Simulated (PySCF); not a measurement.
# A diatomic session: NaCd

One job finds the state of NaCd, follows it along the bond with each method and fits the curves.

Computed with PySCF 2.14.0. Level: Na cc-pVDZ, Cd cc-pVDZ-PP with ECP28, scalar-relativistic core potentials.

## 1. The job

The job is set up so:

```yaml
atoms: Na, Cd
charge: 0
basis: Na cc-pVDZ, Cd cc-pVDZ-PP with ECP28
Hamiltonian: scalar-relativistic core potentials
basis_functions: 56
electrons_treated: 31
masses_in_u: 22.9898, 113.9034
levels: PBE0, PBE, r²SCAN, PW91, PBEsol, B3LYP, HF, MP2, SCS-MP2
grid: 80 radial by 434 angular points
occupations: held fixed by the projection of orbital angular momentum
dissociation_limit: Na + Cd, each in its ground configuration
starting_distance_in_angstrom: 2.975
values_of_2S_to_try: 1, 3
```

Launch:

```
OMP_NUM_THREADS=1 python dia.py task.json out
```

Further steps of the session: PBE0 along the bond; Other states along the same grid; PBE (GGA); r²SCAN; PW91 (GGA); PBEsol; B3LYP; UHF (mean field).

Before running it: what results should come out? Wanted: for each run, Re; ωe; De; μ.

**Answer**, as computed:

Lowest PBE0 solution found, without spin–orbit coupling: ²Σ⁺ (doublet), unpaired electrons σ ↑. State 3 has its PBE0 minimum 3.56 eV higher. The other levels ran on the lowest alone.

```
  level  Re (Å)  ωe (cm⁻¹)  De (eV)  μ (D)
UHF-MP2   4.111       28.9    0.035    n/a
    PBE   3.355       80.8    0.169  -0.80
 PBEsol   3.284       88.3    0.214  -0.98
   PW91   3.327       84.2    0.182  -0.84
 r²SCAN   3.323       86.3    0.207  -1.33
  B3LYP   3.424       69.2    0.099  -0.72
   PBE0   3.400       75.4    0.139  -0.77
```

De is counted to Na + Cd in their ground configurations. A positive dipole means Na(−)Cd(+). No constants: UHF (no minimum is bracketed among the points kept); UHF-SCS-MP2 (no minimum is bracketed among the points kept).

In words: Bond lengths run from 3.284 Å (PBEsol) to 4.111 Å (UHF-MP2). Among the levels with a De in the table, it runs from 0.035 eV (UHF-MP2) to 0.214 eV (PBEsol).

Correlated steps freeze 1 core orbital. The bond is weak, and basis-set superposition, which was not computed, may be a sizeable part of it. Spin–orbit coupling is left out.
